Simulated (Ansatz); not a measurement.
# Ba4NbIr3O12: the cost of one run

Method: DFT PBE, scalar-relativistic, plane waves, PAW, in Ansatz 0.2.0.

## 1. Starting point

The structure is trigonal, space group R-3m (No. 166). The conventional cell has a = 5.817 Å, b = 5.817 Å, c = 28.894 Å, α = 90.00°, β = 90.00°, γ = 120.00°. Ba (site symmetry 3m) is surrounded by 12 O at 2.79 to 3.04 Å. Around Ba (site symmetry 3m) lie 12 O at 2.91 to 3.07 Å. Nb (site symmetry -3m) has 6 O at 2.00 Å in its first shell of neighbours. Ir (site symmetry 3m) has 6 O at 2.05 Å in its first shell of neighbours. Around Ir (site symmetry -3m) lie 6 O at 2.05 Å. O (site symmetry m) is surrounded by 1 Nb at 2.00 Å and 1 Ir at 2.05 Å and 2 Ba at 2.92 Å. O (site symmetry m) is surrounded by 2 Ir at 2.05 Å and 4 Ba at 2.79 to 2.94 Å.

Structure file:

```xyz
20
Lattice="2.9083 1.6791 9.6314 -2.9083 1.6791 9.6314 0.0000 -3.3582 9.6314" Properties=species:S:1:pos:R:3 pbc="T T T"
Ba    0.0000    0.0000    8.2572
Ba    0.0000    0.0000   20.6369
Ba    0.0000    0.0000    3.7226
Ba    0.0000    0.0000   25.1715
Nb    2.9083    1.6791    9.6314
Ir    0.0000    0.0000   16.9895
Ir    0.0000    0.0000   14.4471
Ir    0.0000    0.0000   11.9047
O    -1.4796   -0.8543   18.1260
O     0.0000    1.7085   18.1260
O     1.4796   -0.8543   18.1260
O    -1.4796    0.8543   10.7682
O     1.4796    0.8543   10.7682
O     0.0000   -1.7085   10.7682
O    -1.3918   -0.8035   13.1772
O     0.0000    1.6071   13.1772
O     0.0000   -1.6071   15.7170
O     1.3918    0.8035   15.7170
O    -1.3918    0.8035   15.7170
O     1.3918   -0.8035   13.1772
```

An earlier run at PBE left this cell at 14.110 Å³/atom and 0.01 GPa (6×6×6 mesh).

## 2. Ferrimagnetic, in the cell as typed

input.yaml

```yaml
crystal:
  lattice:
    - [2.9082765078, 1.6790942247, 9.6313925279]
    - [-2.9082765078, 1.6790942247, 9.6313925279]
    - [0.0, -3.3581884494, 9.6313925279]
  atoms:
    - { symbol: Ba, position: [0.2857752535, 0.2857752535, 0.2857752535] }
    - { symbol: Ba, position: [0.7142247465, 0.7142247465, 0.7142247465] }
    - { symbol: Ba, position: [0.1288366489, 0.1288366489, 0.1288366489] }
    - { symbol: Ba, position: [0.8711633511, 0.8711633511, 0.8711633511] }
    - { symbol: Nb, position: [1.0, 0.0, 0.0], spin: 1.0 }
    - { symbol: Ir, position: [0.5879904249, 0.5879904249, 0.5879904249], spin: 1.0 }
    - { symbol: Ir, position: [0.5, 0.5, 0.5], spin: -1.0 }
    - { symbol: Ir, position: [0.4120095751, 0.4120095751, 0.4120095751], spin: 1.0 }
    - { symbol: O, position: [0.2881446171, 0.7969105241, 0.7969105241] }
    - { symbol: O, position: [0.7969105241, 0.7969105241, 0.2881446171] }
    - { symbol: O, position: [0.7969105241, 0.2881446171, 0.7969105241] }
    - { symbol: O, position: [0.2030894759, 0.7118553829, 0.2030894759] }
    - { symbol: O, position: [0.7118553829, 0.2030894759, 0.2030894759] }
    - { symbol: O, position: [0.2030894759, 0.2030894759, 0.7118553829] }
    - { symbol: O, position: [0.1370134857, 0.615567205, 0.615567205] }
    - { symbol: O, position: [0.615567205, 0.615567205, 0.1370134857] }
    - { symbol: O, position: [0.384432795, 0.384432795, 0.8629865143] }
    - { symbol: O, position: [0.8629865143, 0.384432795, 0.384432795] }
    - { symbol: O, position: [0.384432795, 0.8629865143, 0.384432795] }
    - { symbol: O, position: [0.615567205, 0.1370134857, 0.615567205] }
basis:
  ecutwfc: 420
  ecutrho_ratio: 4
kpoints:
  mp_grid: { grid: [6, 6, 6] }
hamiltonian:
  xc: pbe
scf:
  occupations: { method: gaussian, width: 0.05 }
  lower_state_search: "off"
output:
  forces: true
  stress: true
  eigenvalues: true
  populations: true
magnetization:
  spin_polarized: true
```

On the command line:

```bash
$ ansatz run input.yaml --threads 4 --pin off --max-ram 10240MiB --backend cpu --events-out ev --progress --plain --runs-dir out
```

**Question.** How long does this run take on 4 threads of Arm Neoverse N1, shared host, and how much memory does it need?

About 2.1 min, with a peak of 1.9 GiB.
